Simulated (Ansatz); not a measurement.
# SrPb: the cost of one run

Computed with Ansatz 0.2.0 (DFT PBE, scalar-relativistic, plane waves, PAW, unless a step's input says otherwise).

2 further runs of the same task are left out: 1 that didn't finish, 1 set aside as unsound or not needed.

### 1 Starting point

It takes space group P-6m2 (No. 187, hexagonal). Conventional cell: a = 5.207 Å, b = 5.207 Å, c = 14.000 Å, α = 90.00°, β = 90.00°, γ = 120.00°. Around Sr (site symmetry -6m2) lie 3 Pb at 3.01 Å. Pb (site symmetry -6m2) is surrounded by 3 Sr at 3.01 Å.

Coordinates:

```xyz
2
Lattice="5.2069 0.0000 0.0000 -2.6035 4.5093 0.0000 0.0000 0.0000 14.0000" Properties=species:S:1:pos:R:3 pbc="T T F"
Sr    0.0000    3.0062    7.0000
Pb    0.0000    0.0000    7.0000
```

Recipe of the guess: random sheet by layer group and Wyckoff sites. Lengths come from tabulated atomic sizes and are only a guess.

It is a sheet, periodic along a and b, with vacuum along c; volumes and pressures of the box carry no meaning, and space groups named for it are those of the box.

### 2 The guess as it stands, on a coarse mesh

The input, input.yaml:

```yaml
crystal:
  lattice:
    - [5.206902, 0.0, 0.0]
    - [-2.603451, 4.509309, 0.0]
    - [0.0, 0.0, 14.0]
  atoms:
    - { symbol: Sr, position: [0.33333333, 0.66666667, 0.5] }
    - { symbol: Pb, position: [0.0, 0.0, 0.5] }
  periodic: [true, true, false]
basis:
  ecutwfc: 420
kpoints:
  mp_grid: { grid: [6, 6, 1] }
hamiltonian:
  xc: pbe
scf:
  occupations: { method: gaussian, width: 0.1 }
  lower_state_search: "off"
output:
  forces: true
  stress: true
  eigenvalues: true
```

On the command line:

```
ansatz run input.yaml --threads 1 --pin off --max-ram 2048MiB --backend cpu --events-out ev --progress --plain --runs-dir out
```

**Question.** How long does this run take on 1 thread of Arm Neoverse V1, shared host, and how much memory does it need?

About 9.6 s, with a peak of 0.51 GiB.
